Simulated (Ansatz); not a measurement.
# SnSe: energy and stress against strain

Aim: for SnSe, see how energy and stress answer to the strain pattern (0, 0, 0, 0, 1, 0).

Computed with Ansatz 0.2.0 (DFT LDA, scalar-relativistic, plane waves, PAW, unless a step's input says otherwise).

### Step 1. The structure to begin with

The structure is cubic, space group Fm-3m (No. 225). Conventional cell: a = 6.020 Å, b = 6.020 Å, c = 6.020 Å, α = 90.00°, β = 90.00°, γ = 90.00°. Sn (site symmetry m-3m) has 6 Se at 3.01 Å as nearest neighbours. Around Se (site symmetry m-3m) lie 6 Sn at 3.01 Å.

Structure file:

```
CELL_PARAMETERS angstrom
0.00000 3.01000 3.01000
3.01000 0.00000 3.01000
3.01000 3.01000 0.00000
ATOMIC_POSITIONS crystal
Sn 0.00000 0.00000 0.00000
Se 0.50000 0.50000 0.50000
```

No relaxation comes first: the listed cell is the starting point.

### Step 2. Zero of energy

Reference values: F = -11263.6217 eV; pressure -3.36 GPa; largest force 0.000 eV/Å; gap on the mesh 0.61 eV. It was computed beforehand with the settings of the runs below.

### Step 3. Setting up energy and stress against strain

The cell is strained by ε times the Voigt pattern (0, 0, 0, 0, 1, 0) (xx, yy, zz, yz, xz, xy; engineering shear), with fractional coordinates fixed (clamped ions). The stress on the pattern is the sum of the stress components weighted by it, tension positive.

### Step 4. At ε = -0.0200

Contents of input.yaml:

```yaml
crystal:
  lattice:
    - [-0.0301, 3.01, 3.01]
    - [2.9799, 0.0, 2.9799]
    - [3.01, 3.01, -0.0301]
  atoms:
    - { symbol: Sn, position: [0.0, 0.0, 0.0] }
    - { symbol: Se, position: [0.5, 0.5, 0.5] }
basis:
  ecutwfc: 420
kpoints:
  mp_grid: { grid: [8, 8, 8] }
hamiltonian:
  xc: lda
scf:
  occupations: { method: gaussian, width: 0.05 }
output:
  forces: true
  stress: true
  eigenvalues: true
  write_density: true
  write_potential: true
  elf: true
  volumetric_format: npy
```

On the command line:

```bash
$ ansatz run input.yaml --threads 1 --pin off --max-ram 2560MiB --backend cpu --events-out ev --progress --plain --runs-dir out
```

### Step 5. ε = 0.0150

Contents of input.yaml:

```yaml
crystal:
  lattice:
    - [0.022575, 3.01, 3.01]
    - [3.032575, 0.0, 3.032575]
    - [3.01, 3.01, 0.022575]
  atoms:
    - { symbol: Sn, position: [0.0, 0.0, 0.0] }
    - { symbol: Se, position: [0.5, 0.5, 0.5] }
basis:
  ecutwfc: 420
kpoints:
  mp_grid: { grid: [8, 8, 8] }
hamiltonian:
  xc: lda
scf:
  occupations: { method: gaussian, width: 0.05 }
output:
  forces: true
  stress: true
  eigenvalues: true
```

### Step 6. At ε = -0.0100

Edit input.yaml of step 5 so:

```diff
@@ -2,5 +2,5 @@
   lattice:
-    - [0.022575, 3.01, 3.01]
-    - [3.032575, 0.0, 3.032575]
-    - [3.01, 3.01, 0.022575]
+    - [-0.01505, 3.01, 3.01]
+    - [2.99495, 0.0, 2.99495]
+    - [3.01, 3.01, -0.01505]
   atoms:
```

### Step 7. At ε = 0.0050

Edit input.yaml of step 6 so:

```diff
@@ -2,5 +2,5 @@
   lattice:
-    - [-0.01505, 3.01, 3.01]
-    - [2.99495, 0.0, 2.99495]
-    - [3.01, 3.01, -0.01505]
+    - [0.007525, 3.01, 3.01]
+    - [3.017525, 0.0, 3.017525]
+    - [3.01, 3.01, 0.007525]
   atoms:
```

### Step 8. ε = 0.0175

Edit input.yaml of step 7 so:

```diff
@@ -2,5 +2,5 @@
   lattice:
-    - [0.007525, 3.01, 3.01]
-    - [3.017525, 0.0, 3.017525]
-    - [3.01, 3.01, 0.007525]
+    - [0.0263375, 3.01, 3.01]
+    - [3.0363375, 0.0, 3.0363375]
+    - [3.01, 3.01, 0.0263375]
   atoms:
```

### Step 9. ε = 0.0125

Edit input.yaml of step 8 so:

```diff
@@ -2,5 +2,5 @@
   lattice:
-    - [0.0263375, 3.01, 3.01]
-    - [3.0363375, 0.0, 3.0363375]
-    - [3.01, 3.01, 0.0263375]
+    - [0.0188125, 3.01, 3.01]
+    - [3.0288125, 0.0, 3.0288125]
+    - [3.01, 3.01, 0.0188125]
   atoms:
```

### Step 10. At ε = 0.0075

Edit input.yaml of step 9 so:

```diff
@@ -2,5 +2,5 @@
   lattice:
-    - [0.0188125, 3.01, 3.01]
-    - [3.0288125, 0.0, 3.0288125]
-    - [3.01, 3.01, 0.0188125]
+    - [0.0112875, 3.01, 3.01]
+    - [3.0212875, 0.0, 3.0212875]
+    - [3.01, 3.01, 0.0112875]
   atoms:
```

### Step 11. At ε = 0.0025

Edit input.yaml of step 10 so:

```diff
@@ -2,5 +2,5 @@
   lattice:
-    - [0.0112875, 3.01, 3.01]
-    - [3.0212875, 0.0, 3.0212875]
-    - [3.01, 3.01, 0.0112875]
+    - [0.0037625, 3.01, 3.01]
+    - [3.0137625, 0.0, 3.0137625]
+    - [3.01, 3.01, 0.0037625]
   atoms:
```

(Steps that only read results are left out.)

Before running it: what results should come out? Wanted: slope of the stress at ε = 0, from the points at -0.0100, 0 and 0.0025.

**Answer**, as computed:

```
                                                              quantity   value
slope of the stress at ε = 0, from the points at -0.0100, 0 and 0.0025  20 GPa
```

What this shows: From the stress slope, C55 is about 20 GPa with the ions clamped; letting the atoms relax could not make it stiffer. The reference stands under -3.4 GPa, so this is no zero-stress constant. No sampled point lies below the undisturbed cell. The gap on the mesh stays between 0.52 and 0.61 eV.
